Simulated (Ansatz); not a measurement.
Task: energies of removing a hydrogen of CH7AlBFSi, SMILES CB(F)[SiH2][AlH2], with Ansatz's Python interface. Give the script and its output. Settings (for the species named): PBE, cc-pVDZ basis, multiplicity 1.

```yaml
atoms:
  - { symbol: C, position_ang: [1.1100, 0.2811, 1.4059] }
  - { symbol: B, position_ang: [-0.4342, -0.2064, 1.2749] }
  - { symbol: F, position_ang: [-1.2123, -0.5138, 2.4571] }
  - { symbol: Si, position_ang: [-1.1906, -0.4338, -0.4674] }
  - { symbol: Al, position_ang: [0.2023, 0.1423, -2.2386] }
  - { symbol: H, position_ang: [1.1365, 1.3478, 0.9307] }
  - { symbol: H, position_ang: [1.7734, -0.3708, 0.8754] }
  - { symbol: H, position_ang: [1.3903, 0.4091, 2.4562] }
  - { symbol: H, position_ang: [-1.6464, -1.8378, -0.5768] }
  - { symbol: H, position_ang: [-2.4656, 0.3984, -0.5170] }
  - { symbol: H, position_ang: [1.5916, -0.6001, -2.3527] }
  - { symbol: H, position_ang: [-0.1782, 1.3290, -3.2137] }
```

Script `bde.py`:
```python
"""Cost of removing each kind of hydrogen from CH7AlBFSi, fragments frozen."""

import ansatz as az


def energy_of(molecule, charge=0, unpaired=0):
    calc = molecule.calculation().basis(gaussian="cc-pVDZ").functional("pbe")
    if charge:
        calc = calc.charge(charge)
    if unpaired:
        calc = calc.spin("collinear", total=unpaired)
    return calc.run(threads=1, backend="cpu").report["free_energy_ev"]

def without(molecule, index):
    rest = az.Crystal.molecule()
    for i, site in enumerate(molecule.cartesian_sites):
        if i != index:
            rest = rest.atom(site.symbol, site.position_ang)
    return rest

geometry_ang = [
    ("C", (1.11, 0.2811, 1.4059)),
    ("B", (-0.4342, -0.2064, 1.2749)),
    ("F", (-1.2123, -0.5138, 2.4571)),
    ("Si", (-1.1906, -0.4338, -0.4674)),
    ("Al", (0.2023, 0.1423, -2.2386)),
    ("H", (1.1365, 1.3478, 0.9307)),
    ("H", (1.7734, -0.3708, 0.8754)),
    ("H", (1.3903, 0.4091, 2.4562)),
    ("H", (-1.6464, -1.8378, -0.5768)),
    ("H", (-2.4656, 0.3984, -0.517)),
    ("H", (1.5916, -0.6001, -2.3527)),
    ("H", (-0.1782, 1.329, -3.2137)),
]
ch7albfsi = az.Crystal.molecule()
for symbol, xyz in geometry_ang:
    ch7albfsi = ch7albfsi.atom(symbol, xyz)

whole = energy_of(ch7albfsi, 0)
hydrogen = energy_of(az.Crystal.molecule().atom("H", (0, 0, 0)), 0, 1)
print(f"E(molecule) = {whole:.5f} eV, E(H) = {hydrogen:.5f} eV")
for index in [7, 9, 11]:
    radical = energy_of(without(ch7albfsi, index), 0, 1)
    print(f"H{index}: homolysis {23.060548 * (radical + hydrogen - whole):.1f} kcal/mol")
```

`python bde.py` gives:
```text
E(molecule) = -19005.60384 eV, E(H) = -13.56836 eV
H7: homolysis 110.7 kcal/mol
H9: homolysis 79.3 kcal/mol
H11: homolysis 78.9 kcal/mol
```

Total energies depend on the basis set; only differences at equal settings carry meaning. The geometry is a force-field or estimated start, not a minimum of this method, and the basis set is short of its limit. All parts are taken at fixed geometry, without zero-point energy. This functional overbinds, so such energies come out a few per cent too high (LDA far more). The whole script took 25 s on 1 thread of AMD EPYC 7R43 64-Core Processor (Zen 3), on a shared host, peak memory 0.25 GiB.

(Lines on the test bed's own set-up are left out of the output.)
